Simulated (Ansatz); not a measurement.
# TiB: further runs on the relaxed cell

An exercise on one series of results from a longer session: the logs are not shown, and one member is left open.

Program: Ansatz 0.2.0. Level of theory: DFT PBEsol, scalar-relativistic, plane waves, PAW. These are calculated values, not measurements.

1 further run of the same task is left out (set aside as unsound or not needed).

**The system as given**

It takes space group Pnma (No. 62, orthorhombic). The conventional cell has a = 6.059 Å, b = 3.033 Å, c = 4.527 Å, α = 90.00°, β = 90.00°, γ = 90.00°. Ti (site symmetry m) is surrounded by 7 B at 2.33 to 2.53 Å. B (site symmetry m) is surrounded by 2 B at 1.80 Å and 7 Ti at 2.33 to 2.53 Å.

Coordinates:

```cif
data_structure
_symmetry_space_group_name_H-M 'Pnma'
_symmetry_Int_Tables_number 62
_cell_length_a 6.0586
_cell_length_b 3.0330
_cell_length_c 4.5268
_cell_angle_alpha 90.000
_cell_angle_beta 90.000
_cell_angle_gamma 90.000
_cell_volume 83.18
loop_
_atom_site_label
_atom_site_type_symbol
_atom_site_symmetry_multiplicity
_atom_site_Wyckoff_symbol
_atom_site_fract_x
_atom_site_fract_y
_atom_site_fract_z
_atom_site_occupancy
Ti1 Ti 4 c 0.17739 0.25000 0.12201 1
B1 B 4 c 0.03019 0.25000 0.60008 1
```

This cell was relaxed beforehand with the same method: volume 10.40 Å³/atom, gap on the mesh none (metal).

The first run:

File input.yaml:

```yaml
crystal:
  lattice:
    - [5.9974319425, 0.0, 0.0]
    - [0.0, 3.002356756, 0.0]
    - [0.0, 0.0, 4.4810320895]
  atoms:
    - { symbol: Ti, position: [0.1773861336, 0.25, 0.122012627] }
    - { symbol: Ti, position: [0.8226138664, 0.75, 0.877987373] }
    - { symbol: Ti, position: [0.3226138664, 0.75, 0.622012627] }
    - { symbol: Ti, position: [0.6773861336, 0.25, 0.377987373] }
    - { symbol: B, position: [0.0301911764, 0.25, 0.6000783173] }
    - { symbol: B, position: [0.9698088236, 0.75, 0.3999216827] }
    - { symbol: B, position: [0.4698088236, 0.75, 0.1000783173] }
    - { symbol: B, position: [0.5301911764, 0.25, 0.8999216827] }
basis:
  ecutwfc: 420
kpoints:
  mp_grid: { grid: [6, 12, 8] }
hamiltonian:
  xc: pbesol
scf:
  occupations: { method: gaussian, width: 0.1 }
output:
  forces: true
  stress: true
  eigenvalues: true
relax:
  adjacent_minimum: "off"
  f_tol: 0.01
  max_steps: 30
  cell: { stress_tol: 0.1, fix: [volume] }
```

Launch:

```console
$ ansatz run input.yaml --threads 2 --pin off --max-ram 5120MiB --backend cpu --events-out ev --progress --plain --runs-dir out
```

Among the steps run: Volume × 0.97; Volume × 1.03; The cell scaled to 0.94 of its volume; Point at V/V0 = 1.06; Point at V/V0 = 0.91; The cell scaled to 1.10 of its volume; The cell scaled to 0.88 of its volume.

One table of the session follows, with a row left open; its other results are not shown here.

It belongs to the step «Energy against volume». 

| volume (Å³/atom) | energy above the lowest point (meV/atom) | pressure (GPa) |
| --- | --- | --- |
| 9.150 | 125.9 | 35.97 |
| 9.462 | 67.0 | 24.85 |
| 9.774 | 28.2 | 15.28 |
| 10.086 | 6.7 | 7.05 |
| 10.398 | 0.0 | -0.02 |
| 10.710 | ? | ? |
| 11.022 | 23.2 | -11.30 |
| 11.438 | 60.4 | -17.09 |

**Question.** Estimate the row for volume (Å³/atom) = 10.710.

Worked estimate for «energy above the lowest point (meV/atom)». A straight line through the neighbours (10.398, 0.0) and (11.022, 23.2) gives 0.0 + (23.2 − 0.0) × (10.710 − 10.398) / (11.022 − 10.398) = 11.6; a parabola fitted to 4 rows on both sides gives 6.3.

As computed: energy above the lowest point (meV/atom): 6.1; pressure (GPa): -6.09. In «energy above the lowest point (meV/atom)» the line misses by +5.5 and the parabola by +0.2.
